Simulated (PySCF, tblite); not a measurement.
**C7H13PS: geometry, infrared bands and NMR shifts**

Wanted: the infrared bands and NMR shifts of C7H13PS (`C=C[C@@H]1CC[C@H](C)[P@H]1=S`), by calculation.

Programs: tblite 0.8.0 and PySCF 2.14.0, with density-fitted response routines of our own. Each step states its level of theory. These are calculated values for one molecule in the gas phase, unless marked as measured. Atoms count from 0, in the outputs and in this text.

### 1 The starting structure

22 atoms, charge 0, multiplicity 1; geometry from: force field or distance geometry start.

Bonds of the start (Å): C0–C1 1.34, C1–C2 1.45, C2–C3 1.48, C3–C4 1.46, C4–C5 1.50, C5–C6 1.50, C5–P7 1.84, P7–S8 1.70, P7–C2 1.82, C0–H9 1.09, C0–H10 1.09, C1–H11 1.09, C2–H12 1.13, C3–H13 1.13, C3–H14 1.11, C4–H15 1.13, C4–H16 1.12, C5–H17 1.11, C6–H18 1.11, C6–H19 1.10, C6–H20 1.11, P7–H21 1.40.

### 2 Geometry optimisation with GFN2-xTB

The job: settings as JSON, then the geometry in Å.

```
{"job": {"kind": "relax", "xc": "GFN2-xTB", "basis": "xTB"}, "charge": 0, "multiplicity": 1}
C      2.915700    -0.860200     0.050900
C      2.470400     0.399600    -0.080500
C      1.072800     0.776800    -0.174000
C      0.309800     0.873600     1.086200
C     -1.101300     0.503700     0.982400
C     -1.542800     0.227200    -0.425300
C     -2.661300    -0.766200    -0.554000
P      0.049100    -0.423700    -1.082700
S      0.177300    -0.313600    -2.770700
H      2.225300    -1.705000     0.086800
H      3.979400    -1.100600     0.127200
H      3.217900     1.193200    -0.092400
H      1.004600     1.783100    -0.686400
H      0.804000     0.142200     1.799100
H      0.404300     1.872800     1.562700
H     -1.728100     1.311100     1.470200
H     -1.300700    -0.413600     1.585300
H     -1.768200     1.196300    -0.910300
H     -3.605500    -0.238800    -0.298900
H     -2.733000    -1.079600    -1.608700
H     -2.491400    -1.655000     0.094500
H      0.291400    -1.704000    -0.563000
```

Command:

```
OMP_NUM_THREADS=1 python probes_run.py task.json out
```

The driver reads the jobs from task.json and runs them one after another.

**Question.** This job is followed by: GFN2-xTB harmonic vibrations, gas phase; GIAO PBE0/pcSseg-1 NMR shielding, non-relativistic, gas phase. What will the session give for the following? strongest single infrared mode (GFN2-xTB); zero-point energy (GFN2-xTB); ¹³C shifts against TMS (PBE0/pcSseg-1); ¹H shifts against TMS (PBE0/pcSseg-1, means over atoms taken as alike); ³¹P shifts against H3PO4 (PBE0/pcSseg-1); ³³S shifts against CS2 (PBE0/pcSseg-1).

**Answer**, as computed:

| quantity | value |
| --- | --- |
| strongest single infrared mode (GFN2-xTB) | 2193 cm⁻¹, 177 km/mol |
| zero-point energy (GFN2-xTB) | 113.7 kcal/mol |
| ¹³C shifts against TMS (PBE0/pcSseg-1) | 150.8, 129.0, 54.9, 50.7, 37.2, 36.0, 16.8 ppm |
| ¹H shifts against TMS (PBE0/pcSseg-1, means over atoms taken as alike) | 6.61, 6.09, 6.00, 5.71, 3.07, 2.10, 1.95, 1.82, 1.66, 1.35, 1.23 ppm |
| ³¹P shifts against H3PO4 (PBE0/pcSseg-1) | 76.5 ppm |
| ³³S shifts against CS2 (PBE0/pcSseg-1) | -234 ppm |

What this shows: The optimisation took 203 steps and gained 2.349 eV; among the close pairs (by a distance rule), P7–S8 changed most, from 1.696 to 1.929 Å. No mode is imaginary among the 60: a minimum at this level. The strongest single mode, at 2193 cm⁻¹, moves mainly H21. GFN2-xTB is a fitted tight-binding method: band positions and strengths are rough. Its intensities can rank the bands wrongly. The most deshielded carbon is C1 (alkene CH), at 150.8 ppm: the olefinic region. At PBE0/pcSseg-1: Shielding is most anisotropic at S8 (span 274 ppm, paramagnetic term -320 ppm).
